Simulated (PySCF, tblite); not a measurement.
# C6H9ClO: geometry, infrared bands and NMR shifts

What infrared bands and NMR shifts should C6H9ClO (`CCC1(C(=O)Cl)CC1`) show?

Programs: tblite 0.8.0 and PySCF 2.14.0, with density-fitted response routines of our own. Each step states its level of theory. These are calculated values for one molecule in the gas phase, unless marked as measured. Atoms count from 0, in the outputs and in this text.

### 1 Starting geometry

17 atoms, charge 0, multiplicity 1; geometry from: force field or distance geometry start.

Bonds of the start (Å): C0–C1 1.51, C1–C2 1.50, C2–C3 1.47, C3–O4 1.25, C3–Cl5 1.75, C2–C6 1.50, C6–C7 1.53, C7–C2 1.51, C0–H8 1.11, C0–H9 1.11, C0–H10 1.10, C1–H11 1.10, C1–H12 1.14, C6–H13 1.12, C6–H14 1.09, C7–H15 1.10, C7–H16 1.11.

### 2 Relaxing the molecule with GFN2-xTB

The job: settings as JSON, then the geometry in Å.

```
{"job": {"kind": "relax", "xc": "GFN2-xTB", "basis": "xTB"}, "charge": 0, "multiplicity": 1}
C      1.994800    -0.220000     0.231000
C      0.786100     0.564700     0.698200
C     -0.415800    -0.029200     0.028500
C     -0.659800    -1.449400     0.309100
O     -0.165400    -2.036800     1.292200
Cl    -1.686700    -2.406300    -0.741400
C     -0.798400     0.606000    -1.273400
C     -1.685500     0.794100    -0.041000
H      1.650100    -1.259200     0.045900
H      2.353300     0.146900    -0.758100
H      2.810600    -0.266800     0.965500
H      0.861500     1.648200     0.544700
H      0.581300     0.433800     1.813400
H     -0.177900     1.496500    -1.542800
H     -1.232200     0.049300    -2.102400
H     -2.611000     0.196900    -0.005200
H     -1.612000     1.743200     0.525900
```

The run is started by

```console
OMP_NUM_THREADS=1 python probes_run.py task.json out
```

This one command runs all jobs of the session in turn.

**Question.** This job is followed by: GFN2-xTB harmonic vibrations, gas phase; GIAO PBE0/pcSseg-1 NMR shielding, non-relativistic, gas phase. What will the session give for the following? strongest single infrared mode (GFN2-xTB); zero-point energy (GFN2-xTB); 13C shifts against TMS (PBE0/pcSseg-1, means over atoms taken as alike); 1H shifts against TMS (PBE0/pcSseg-1, means over atoms taken as alike); 17O shifts against H2O (PBE0/pcSseg-1); 35Cl shifts against HCl (PBE0/pcSseg-1).

**Answer**, as computed:

```
                                                               quantity                              value
                              strongest single infrared mode (GFN2-xTB)              1809 cm⁻¹, 447 km/mol
                                           zero-point energy (GFN2-xTB)                      85.7 kcal/mol
13C shifts against TMS (PBE0/pcSseg-1, means over atoms taken as alike)  186.5, 36.5, 32.0, 22.8, 13.5 ppm
 1H shifts against TMS (PBE0/pcSseg-1, means over atoms taken as alike)         1.66, 1.56, 1.11, 0.93 ppm
                                 17O shifts against H2O (PBE0/pcSseg-1)                          576.7 ppm
                                35Cl shifts against HCl (PBE0/pcSseg-1)                            387 ppm
```

Relaxing lowered the energy by 0.597 eV in 60 steps; the close pair that moved most is C3–O4, from 1.247 to 1.188 Å. No mode is imaginary among the 45: a minimum at this level. The strongest single mode, at 1809 cm⁻¹, moves mainly C3 and O4. Unscaled tight-binding wavenumbers are off by several per cent, some by more. Its intensities can rank the bands wrongly.
